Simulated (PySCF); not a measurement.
# One shape, several levels: CH3BFO (SMILES CB([O])F)

Wanted: a comparison of 4 runs (UB3LYP/cc-pV(D+d)Z, UB3LYP/cc-pVDZ, UB3LYP/cc-pV(T+d)Z, UB3LYP/cc-pVTZ) of CH3BFO. Input form: a Python script.

The results are computed with PySCF 2.14.0.

**1. The system as given**

CH3BFO has 7 atoms, charge 0, and is taken as a doublet. SMILES: `CB([O])F`. The coordinates come from a PBE0-D4/def2-TZVP relaxation.

Bond lengths: C1–B2 1.571 Å, B2–O3 1.337 Å, B2–F4 1.330 Å, C1–H5 1.089 Å, C1–H6 1.094 Å, C1–H7 1.094 Å. Angles: C1–B2–O3 117.1°, C1–B2–F4 122.3°, O3–B2–F4 120.6°, B2–C1–H5 114.0°, B2–C1–H6 108.3°, B2–C1–H7 108.3°, H5–C1–H6 109.0°, H5–C1–H7 109.0°, H6–C1–H7 108.1°.

**2. A single-point energy at UB3LYP/cc-pV(D+d)Z (run 1)**

run.py reads:

```python
from pyscf import gto, dft

molecule = gto.Mole()
molecule.atom = '''
C     -0.130900     0.669700    -0.104700
B      0.184800    -0.852800     0.123000
O      0.717500    -1.194100     1.301000
F     -0.059900    -1.775200    -0.803000
H      0.119000     1.305500     0.742900
H      0.428900     1.008800    -0.981400
H     -1.198100     0.770100    -0.323300
'''
molecule.spin = 1
molecule.basis = 'cc-pv(d+d)z'
molecule.verbose = 4
molecule.charge = 0
molecule.max_memory = 1860
molecule.build()

mf = dft.UKS(molecule)
mf.xc = 'b3lyp'
mf.grids.level = 4
mf.conv_tol = 1e-10
mf.kernel()
if not mf.converged:
    mf = mf.newton().run(mf.mo_coeff, mf.mo_occ)

e_tot = mf.e_tot
print('E = %.10f Eh' % e_tot)
```

Started as:

```sh
OMP_NUM_THREADS=1 python run.py
```

Standard output:

```text
PySCF version 2.14.0

[... 113 lines left out ...]
converged SCF energy = -239.887738077904  <S^2> = 0.75350422  2S+1 = 2.0035012
E = -239.8877380779 Eh
```

Wall time 20 s (1 thread of Arm Neoverse V1, shared host); peak memory 0.37 GiB.

**3. The energy at UB3LYP/cc-pVDZ (run 2)**

geometry.xyz reads:

```xyz
7
CH3BFO
C     -0.130900     0.669700    -0.104700
B      0.184800    -0.852800     0.123000
O      0.717500    -1.194100     1.301000
F     -0.059900    -1.775200    -0.803000
H      0.119000     1.305500     0.742900
H      0.428900     1.008800    -0.981400
H     -1.198100     0.770100    -0.323300
```

run.py reads:

```python
from pyscf import gto, dft

mol = gto.M(
    atom='geometry.xyz',
    spin=1,
    charge=0,
    basis='cc-pvdz',
    max_memory=1860,
    verbose=4,
)

ks = dft.UKS(mol)
ks.xc = 'b3lyp'
ks.conv_tol = 1e-10
ks.grids.level = 4
ks.kernel()
if not ks.converged:
    ks = ks.newton().run(ks.mo_coeff, ks.mo_occ)

etot = ks.e_tot
print('E(%s) = %.9f' % ('B3LYP', etot))
```

Started as:

```sh
OMP_NUM_THREADS=1 python run.py
```

Standard output:

```text
PySCF version 2.14.0

[... 56 lines left out ...]
WARN: HOMO -0.373433790698168 >= LUMO -0.37343379069817
[... 58 lines left out ...]
converged SCF energy = -239.887738077903  <S^2> = 0.75350422  2S+1 = 2.0035012
E(B3LYP) = -239.887738078
```

Run time: 20 s. Hardware: 1 thread of Arm Neoverse V1, shared host; peak memory 0.36 GiB.

Run 3 isn't shown in full; the table further down has it.

**4. A single-point energy at UB3LYP/cc-pVTZ (run 4)**

input.py reads:

```python
# CB([O])F
from pyscf import gto, dft

mol = gto.M(
    atom=[
    ('C', (-0.130900, 0.669700, -0.104700)),
    ('B', (0.184800, -0.852800, 0.123000)),
    ('O', (0.717500, -1.194100, 1.301000)),
    ('F', (-0.059900, -1.775200, -0.803000)),
    ('H', (0.119000, 1.305500, 0.742900)),
    ('H', (0.428900, 1.008800, -0.981400)),
    ('H', (-1.198100, 0.770100, -0.323300)),
],
    verbose=3,
    spin=1,
    max_memory=1860,
    basis='cc-pvtz',
)

mf = dft.UKS(mol, xc='b3lyp')
mf.grids.level = 4
mf.conv_tol = 1e-10
mf.kernel()
if not mf.converged:
    mf = mf.newton().run(mf.mo_coeff, mf.mo_occ)

energy = mf.e_tot
print('Final energy', energy)
```

Started as:

```sh
OMP_NUM_THREADS=1 python input.py
```

Standard output:

```text
WARN: HOMO -0.375340367886713 >= LUMO -0.375340367886711

converged SCF energy = -239.975899934445  <S^2> = 0.7538139  2S+1 = 2.0038103
Final energy -239.97589993444527
```

It took 72 s on 1 thread of Arm Neoverse V1, shared host; peak memory 1.2 GiB.

**5. Overview of the runs**

```csv
run,level,energy (Eh),dipole moment (D),HOMO energy (eV),LUMO energy (eV),wall time
1,UB3LYP/cc-pV(D+d)Z,-239.887738,1.73,-9.47,-4.99,20 s
2,UB3LYP/cc-pVDZ,-239.887738,1.73,-9.47,-4.99,20 s
3,UB3LYP/cc-pV(T+d)Z,-239.975900,1.82,-9.71,-5.24,73 s
4,UB3LYP/cc-pVTZ,-239.975900,1.82,-9.71,-5.24,72 s
```

**6. What came out**

| quantity | value |
| --- | --- |
| run 4: total energy | -239.97590 Eh |
| run 4: dipole moment | 1.82 D |
| run 4: HOMO energy (highest over α and β) | -9.71 eV |
| run 4: LUMO energy (lowest over α and β) | -5.24 eV |
| run 4: ⟨S²⟩ | 0.754 |

The dipole moment (its size) runs from 1.73 D (UB3LYP/cc-pV(D+d)Z) to 1.82 D (UB3LYP/cc-pV(T+d)Z). All runs together took 3.1 min, the longest 73 s.
